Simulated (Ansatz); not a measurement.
# CH4FGaSe: basis-set convergence

The task here is to estimate one member of a computed series from the others.

Program: Ansatz 0.2.0, Gaussian basis. Level of theory: one geometry, several basis sets. These are calculated values, not measurements.

The runs, in order: PBE0-D4/def2-SVP; ωB97M-V/def2-SVP; PBE0-D4/def2-QZVPP; ωB97M-V/def2-QZVPP; the functionals' def2-TZVPP values are taken from earlier runs.

### The relaxed structure

All runs share one geometry, relaxed beforehand with PBE0-D4 in a triple-zeta def2 set.

SMILES `[CH3][Ga]([F])[SeH]`, 8 atoms, charge 0, spin multiplicity 1.

Atoms are counted from 1 here; the program's logs count them from 0.

Bond lengths: C1–Ga2 1.947 Å, C1–H5 1.090 Å, C1–H6 1.092 Å, C1–H7 1.091 Å, Ga2–F3 1.762 Å, Ga2–Se4 2.316 Å, Se4–H8 1.469 Å. Angles: Ga2–C1–H5 111.4°, Ga2–C1–H6 109.3°, Ga2–C1–H7 109.4°, H5–C1–H6 109.1°, H5–C1–H7 109.5°, H6–C1–H7 108.1°, C1–Ga2–F3 118.2°, C1–Ga2–Se4 129.6°, F3–Ga2–Se4 112.2°, Ga2–Se4–H8 90.6°.

The first run:

in.yaml

```yaml
crystal:
  periodic: [false, false, false]
  atoms:
    - {symbol: C, position_ang: [-0.096966, 1.353244, -0.526552]}
    - {symbol: Ga, position_ang: [0.183708, -0.407959, 0.254478]}
    - {symbol: F, position_ang: [1.602392, -0.652451, 1.271037]}
    - {symbol: Se, position_ang: [-1.099651, -2.326969, 0.067011]}
    - {symbol: H, position_ang: [-0.923678, 1.345326, -1.236216]}
    - {symbol: H, position_ang: [-0.314888, 2.069482, 0.268068]}
    - {symbol: H, position_ang: [0.814439, 1.674855, -1.033094]}
    - {symbol: H, position_ang: [-0.165336, -3.055508, 0.935257]}
basis:
  gaussian: {orbitals: def2-SVP}
hamiltonian: {xc: pbe0, dispersion: d4}
output: {orbitals: {seedname: orbitals}}
```

Among the steps run: PBE0-D4 in def2-SVP; ωB97M-V in def2-SVP; PBE0-D4 in def2-QZVPP; ωB97M-V in def2-QZVPP.

One table of the session follows, with a row left open; its other results are not shown here.

It belongs to the step «Density functionals: the series». 

| functional | basis | HOMO (eV) |
| --- | --- | --- |
| PBE0-D4 | def2-SVP | -7.32 |
| PBE0-D4 | def2-TZVPP | -7.44 |
| PBE0-D4 | def2-QZVPP | -7.46 |
| ωB97M-V | def2-SVP | ? |
| ωB97M-V | def2-TZVPP | -9.59 |
| ωB97M-V | def2-QZVPP | -9.60 |

**Question.** Estimate the row for ωB97M-V, def2-SVP.

The run gave: HOMO (eV): -9.45. In the column «HOMO (eV)» it lies between ωB97M-V, def2-TZVPP (-9.59) and PBE0-D4, def2-QZVPP (-7.46).
